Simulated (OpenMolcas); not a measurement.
# Co⁴⁺ among point charges: CASSCF and CASPT2 levels and susceptibility

Aim: the splitting of the states of Co⁴⁺ in the field of 3 point charges, its lowest levels with spin-orbit coupling and its magnetic susceptibility.

Method: state-averaged CASSCF and CASPT2, spin-orbit coupling by RASSI with atomic mean-field integrals. Code: OpenMolcas 26.06.

### 1 What is computed

```
Species                           : Co⁴⁺ (cobalt, Z = 27, 23 electrons)
Basis                             : ANO-RCC-VTZP [6s5p3d2f1g], 59 functions
Scalar Hamiltonian                : DKH2, point nucleus
Inactive shells                   : 1s 2s 2p 3s 3p
Active space                      : 5 electrons in 5 orbitals (3d)
Some configurations of this space : 3d⁵
Orbitals                          : optimised for each spin and parity, averaged over all roots
```

The outer shells:

3d5
```
3d [↑ ][↑ ][↑ ][↑ ][↑ ]
```

The ion sits among 3 point charges of -2 e arranged as a planar triangle (D3h), 1.81 Å from the ion.

The work runs as a chain of OpenMolcas steps in one folder; each step below is one input file. Labels, J, g values, rates, χT and fits are worked out afterwards by a script from the matrices that RASSI stores.

### 2 One- and two-electron integrals

File a.inp:

```
&GATEWAY
Coord
1

Co 0.0 0.0 0.0
Basis=ANO-RCC-VTZP
Group=NoSym
NoMove
AngMom=0.0 0.0 0.0
AMFI
XField
3 Angstrom 0
1.810000 0.000000 0.000000 -2.000000
-0.905000 1.567506 0.000000 -2.000000
-0.905000 -1.567506 0.000000 -2.000000
&SEWARD
```

Standard output:

```text
Basis set label: CO.ANO-RCC...6S5P3D2F1G.

      Electronic valence basis set:
      ------------------
      Associated Effective Charge  27.000000 au
      Associated Actual Charge     27.000000 au
      Nuclear Model: Point charge

      Shell  nPrim  nBasis  Cartesian Spherical Contaminant
         s      21       6        X
         p      15       5        X
         d      10       3                 X
         f       6       2                 X
         g       4       1                 X
                  Relativistic Douglas-Kroll-Hess integrals:
                    - DKH order of Hamiltonian: 2
                    - DKH order of Properties : 0
                  Atomic mean-field integrals
```

### 3 Reference wave functions, sextets, 1 root

File a.inp:

```
&RASSCF
FileOrb=start.orb
Symmetry=1
Spin=6
nActEl=5 0 0
Inactive=9
Ras2=5
CIRoot=1 1 1
SDav=1
CIMx=300
Iter=120 100
PrWF=0.3
OrbListing=Nothing
MaxOrb=0
>>> COPY $Project.JobIph JOB001
```

start.orb holds the contracted functions of the basis, ordered by shell, or the orbitals of the step before.

Standard output (excerpt; [...] marks lines left out):

```text
[...]
      Number of active orbitals                  5
[...]
      Spin quantum number                      2.5
[...]
      Active orbitals                            5
[...]
      Number of CSFs                             1
      Number of root(s) required                 1
[...]
      Convergence after  9 iterations
[...]
      Natural orbitals and occupation numbers for root  1
      sym 1:   1.000000   1.000000   1.000000   1.000000   1.000000
::    RASSCF root number  1 Total energy:  -1395.06387799
```

### 4 CASSCF: quartets, 24 roots

File a.inp:

```
&RASSCF
FileOrb=start.orb
Symmetry=1
Spin=4
nActEl=5 0 0
Inactive=9
Ras2=5
CIRoot=24 24 1
SDav=24
CIMx=300
Iter=120 100
PrWF=0.3
OrbListing=Nothing
MaxOrb=0
>>> COPY $Project.JobIph JOB002
```

Standard output (excerpt; [...] marks lines left out):

```text
[...]
      Number of active orbitals                  5
[...]
      Spin quantum number                      1.5
[...]
      Active orbitals                            5
[...]
      Number of CSFs                            24
      Number of root(s) required                24
[...]
      Convergence after  7 iterations
[...]
      Natural orbitals and occupation numbers for root  1
      sym 1:   0.781495   1.218505   1.000000   1.218505   0.781495
      Natural orbitals and occupation numbers for root  2
      sym 1:   0.781525   1.218475   1.000000   1.218475   0.781525
      Natural orbitals and occupation numbers for root  3
      sym 1:   1.000000   0.703458   1.296542   1.000000   1.000000
::    RASSCF root number  1 Total energy:  -1394.87750084
::    RASSCF root number  2 Total energy:  -1394.87750031
::    RASSCF root number  3 Total energy:  -1394.87640807
[...]
::    RASSCF root number 21 Total energy:  -1394.73225013
::    RASSCF root number 22 Total energy:  -1394.73222983
::    RASSCF root number 23 Total energy:  -1394.72744118
::    RASSCF root number 24 Total energy:  -1394.72744118
```

### 5 Reference wave functions, doublets, 75 roots

File a.inp:

```
&RASSCF
FileOrb=start.orb
Symmetry=1
Spin=2
nActEl=5 0 0
Inactive=9
Ras2=5
CIRoot=75 75 1
SDav=75
CIMx=300
Iter=120 100
PrWF=0.3
OrbListing=Nothing
MaxOrb=0
>>> COPY $Project.JobIph JOB003
```

Standard output (excerpt; [...] marks lines left out):

```text
[...]
      Number of active orbitals                  5
[...]
      Spin quantum number                      0.5
[...]
      Active orbitals                            5
[...]
      Number of CSFs                            75
      Number of root(s) required                75
[...]
      Convergence after  7 iterations
[...]
      Natural orbitals and occupation numbers for root  1
      sym 1:   1.215786   0.704607   0.866076   1.214371   0.999161
      Natural orbitals and occupation numbers for root  2
      sym 1:   0.866074   1.214371   0.704607   1.215786   0.999162
      Natural orbitals and occupation numbers for root  3
      sym 1:   0.869250   1.137440   0.843522   1.115690   1.034097
::    RASSCF root number  1 Total energy:  -1394.79289107
::    RASSCF root number  2 Total energy:  -1394.79289107
::    RASSCF root number  3 Total energy:  -1394.79276143
[...]
::    RASSCF root number 27 Total energy:  -1394.74367253
::    RASSCF root number 28 Total energy:  -1394.74217216
::    RASSCF root number 29 Total energy:  -1394.74215881
::    RASSCF root number 30 Total energy:  -1394.73811969
```

### 6 RASSI: spin-orbit coupling between the states

File a.inp:

```
&RASSI
NrOfJobIphs=3 1 24 75
1
1 2 3 4 5 6 7 8 9 10 11 12 13 14 15 16 17 18 19 20 21 22 23 24
1 2 3 4 5 6 7 8 9 10 11 12 13 14 15 16 17 18 19 20 21 22 23 24 25 26 27
28 29 30 31 32 33 34 35 36 37 38 39 40 41 42 43 44 45 46 47 48 49 50 51
52 53 54 55 56 57 58 59 60 61 62 63 64 65 66 67 68 69 70 71 72 73 74 75
IphNames
JOB001
JOB002
JOB003
EJob
SpinOrbit
DIPRint=1.0
SOCoupling=1000.0
Subsets=2
Property=9
'ANGMOM' 1 'ANGMOM' 2 'ANGMOM' 3 'MLTPL  1' 1 'MLTPL  1' 2 'MLTPL  1' 3
'AMFI' 1 'AMFI' 2 'AMFI' 3
SOProperty=3
'ANGMOM' 1 'ANGMOM' 2 'ANGMOM' 3
```

Standard output (excerpt; [...] marks lines left out):

```text
SPIN-FREE ENERGIES:
  (Shifted by EMIN (a.u.) =      -1395.0638779944)
 SF State       Relative EMIN(au)   Rel lowest level(eV)    D:o, cm**(-1)      L_eff
     1             0.0000000000        0.0000000000              0.0000         0.0
     2             0.1863771494        5.0715805999          40905.0562         4.0
     3             0.1863776819        5.0715950911          40905.1730         4.0
     4             0.1874699217        5.1013164484          41144.8920         3.9
     5             0.1874699217        5.1013164484          41144.8920         3.9
     6             0.1902635850        5.1773358988          41758.0302         3.9
     7             0.1902635850        5.1773358988          41758.0302         3.9
     8             0.1920436264        5.2257732952          42148.7041         4.0
     9             0.1950016234        5.3062644921          42797.9094         4.0
    10             0.1950016234        5.3062644921          42797.9094         4.0
[...]
Eigenvalues of complex Hamiltonian:
   -----------------------------------
  (Shifted by EMIN (a.u.) =      -1395.0638779944)
 SO State       Relative EMIN(au)   Rel lowest level(eV)    D:o, cm**(-1)     J-value
     1            -0.0002344763        0.0000000000              0.0000         2.5
     2            -0.0002344763        0.0000000000              0.0000         2.5
     3            -0.0002332457        0.0000334870              0.2701         2.1
     4            -0.0002332457        0.0000334870              0.2701         2.1
     5            -0.0002307936        0.0001002119              0.8083         1.2
     6            -0.0002307936        0.0001002119              0.8083         1.2
     7             0.1852281063        5.0466939695          40704.3319         3.4
     8             0.1852281063        5.0466939695          40704.3319         3.4
     9             0.1857166490        5.0599878932          40811.5547         3.8
    10             0.1857166490        5.0599878932          40811.5547         3.8
    11             0.1861593854        5.0720353649          40908.7241         3.7
[...]
```

These steps: 29 s of run time, 1 thread, shared host.

States without spin-orbit coupling:

| state | degeneracy | E (cm-1) | free-ion L (%) |
| --- | --- | --- | --- |
| 6A1 | 1 | 0 | S (100) |
| quartet | 2 | 40905 | G (95) |
| 4E | 2 | 41145 | G (94) |
| 4E | 2 | 41758 | G (95) |
| 4A1 | 1 | 42149 | G (100) |
| 4E | 2 | 42798 | G (100) |
| 4E | 2 | 45863 | P (64) |
| 4A2 | 1 | 49283 | P (100) |
| 4E | 2 | 50551 | D (91) |
| 4A1 | 1 | 53104 | D (100) |
| 4E | 2 | 54811 | D (61) |
| 2E | 2 | 59475 | I (96) |
| 2E | 2 | 59503 | I (98) |
| 2A1 | 1 | 59514 | I (98) |
| 2A1 | 1 | 59538 | I (95) |
| 2A2 | 1 | 59541 | I (95) |
| 2E | 2 | 59811 | I (96) |
| 2E | 2 | 60252 | I (99) |
| doublet | 2 | 60396 | I (100) |
| 2E | 2 | 66478 | D (63) |
| 2E | 2 | 67626 | D (70) |
| 2A1 | 1 | 67849 | F (85) |
| 2A2 | 1 | 67857 | F (85) |
| 2A1 | 1 | 68001 | D (99) |

With spin-orbit coupling:

```csv
E (cm-1),Degeneracy,Label,2S+1,g
0.0,2,E1/2,6,2.00 6.01 6.01
0.3,2,E3/2,6,0.00 0.00 6.01
0.8,2,E1/2,6,0.00 0.00 10.01
40704,2,E3/2,4,0.00 0.00 0.08
40812,2,E1/2,4,0.00 0.00 4.10
40909,2,E1/2,4,0.02 0.02 2.00
40929,2,E1/2,4,0.00 0.00 8.07
41064,2,E3/2,4,0.00 0.00 11.99
41073,2,E3/2,4,0.00 0.00 1.92
41232,2,E1/2,4,0.00 0.00 5.89
41381,2,E1/2,4,0.00 0.00 9.92
41577,2,E1/2,4,1.04 1.04 3.87
41697,2,E1/2,4,0.14 1.93 1.93
41799,2,E3/2,4,0.00 0.00 4.02
41909,2,E1/2,4,0.00 0.00 8.00
42146,2,E1/2,4,1.99 4.92 4.92
42159,2,E3/2,4,0.00 0.00 5.98
42768,2,E1/2,4,0.00 0.00 2.00
42804,2,E1/2,4,0.00 0.00 14.00
42812,2,E1/2,4,0.00 0.00 6.01
42826,2,E3/2,4,0.00 0.00 10.01
45153,2,E1/2,4,0.94 0.94 3.92
45501,2,E1/2,4,0.04 0.58 0.58
45906,2,E3/2,4,0.00 0.00 3.96
```

The table of states holds 24 of 64 computed; the rest, higher up, is left out. Labels of spin-orbit levels are those of the rotation subgroup (D3 for D3h). Principal g values are given for doublets only; a zero marks a field direction without first-order Zeeman splitting.

Powder χT (cm³ K/mol): 4.37 at 2 K, 4.38 at 5 K, 4.38 at 10 K, 4.38 at 20 K, 4.39 at 50 K, 4.39 at 100 K, 4.39 at 150 K, 4.39 at 200 K, 4.39 at 250 K, 4.39 at 300 K.

Orbitals of the lowest block (energies include the constant potential of the surroundings):

```
shell     space  energy (hartree)  mean occupation  ⟨r²⟩ (bohr²)
   1s  inactive         -286.2506            2.000       0.00421
   2s  inactive          -35.9967            2.000        0.0761
   2p  inactive          -30.7650            6.000        0.0618
   3s  inactive           -5.0649            2.000         0.683
   3p  inactive           -3.4464            6.000         0.744
   3d      RAS2                              5.000         0.939
```

(Part 1 of 2 ends here.)
